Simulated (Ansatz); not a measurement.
**AsF (triplet): the correlation ladder, aug-cc-pVTZ**

How much of the correlation energy of AsF (triplet) does each wave-function method recover here?

Computed with Ansatz 0.2.0, Gaussian basis. Level: aug-cc-pVTZ, core rule «outside noble gas», up to 15 orbitals frozen.

Plan: UHF; CCSD(T) on ROHF; CCSD(T) on UHF; BCCD(T) on ROHF; CCSDT(Q) on ROHF; CCSDT(Q) on UHF; CASSCF and NEVPT2, 12 electrons in 8 orbitals.

3 further runs of the same task are left out: 3 set aside as unsound or not needed. Runs told in other sessions of the task aren't counted.

## Step 1: The geometry

The geometry is a PBE0/def2-TZVPD stationary point (not a proven minimum) of the parent state, kept for this charge and spin. No spin-orbit coupling is included. The filled d shell of As may be among the frozen orbitals whatever the setting's name suggests.

2 atoms, charge 0, spin multiplicity 3.

Atoms are counted from 1 here; the program's logs count them from 0.

Bond lengths: F1–As2 1.847 Å.

As a file:

```xyz
2
AsF
F     0.00000    0.00000    0.00000
As    0.00000    0.00000    1.84700
```

## Step 2: UHF

in.yaml reads:

```yaml
crystal:
  periodic: [false, false, false]
  atoms:
    - {symbol: F, position_ang: [0.000000, 0.000000, 0.000000]}
    - {symbol: As, position_ang: [0.000000, 0.000000, 1.847000]}
basis:
  gaussian: {orbitals: aug-cc-pVTZ}
magnetization: {spin_polarized: true, initial_magnetization: 2}
hamiltonian: {xc: hf}
output: {orbitals: {seedname: orbitals}}
```

Launch:

```console
ansatz run in.yaml --threads 1 --pin off --events-out ev --progress --plain --max-ram 3968MiB --backend cpu
```

After this run come: CCSD(T) on ROHF; CCSD(T) on UHF; BCCD(T) on ROHF; CCSDT(Q) on ROHF; CCSDT(Q) on UHF; CASSCF and NEVPT2, 12 electrons in 8 orbitals.

Q: Predict the results of all the runs planned. Wanted: UCCSDT(Q) from the RHF energy; RMP2 from UCCSDT(Q); UMP2 from UCCSDT(Q); RCCSD from UCCSDT(Q); RCCSD(T) from UCCSDT(Q); UCCSD(T) from UCCSDT(Q); RCCSDT(Q) from UCCSDT(Q); NEVPT2 valence from UCCSDT(Q); T1 diagnostic.

The runs gave:

```
                         quantity                                         value
    UCCSDT(Q) from the ROHF energy                                   -10.5359 eV
              RMP2 from UCCSDT(Q)                                    +662.4 meV
              UMP2 from UCCSDT(Q)                                    +684.8 meV
             RCCSD from UCCSDT(Q)                                    +436.0 meV
          RCCSD(T) from UCCSDT(Q)                                     +45.1 meV
          UCCSD(T) from UCCSDT(Q)                                     +37.1 meV
         RCCSDT(Q) from UCCSDT(Q)                                     +17.2 meV
    NEVPT2 valence from UCCSDT(Q)                                   +1431.8 meV
levels within 1 kcal/mol (43 meV)  UCCSD(T), BCCD(T), RCCSDT, UCCSDT, RCCSDT(Q)
                    T1 diagnostic                                         0.022
   effectively unpaired electrons                                          2.01
```

In words: RCCSD(T) lands +45.1 meV from the yardstick (0.4 % of the correlation energy). One determinant dominates. These misses are within one basis, not against nature; the frozen cores of restricted and unrestricted runs differ, which can shift their rows.
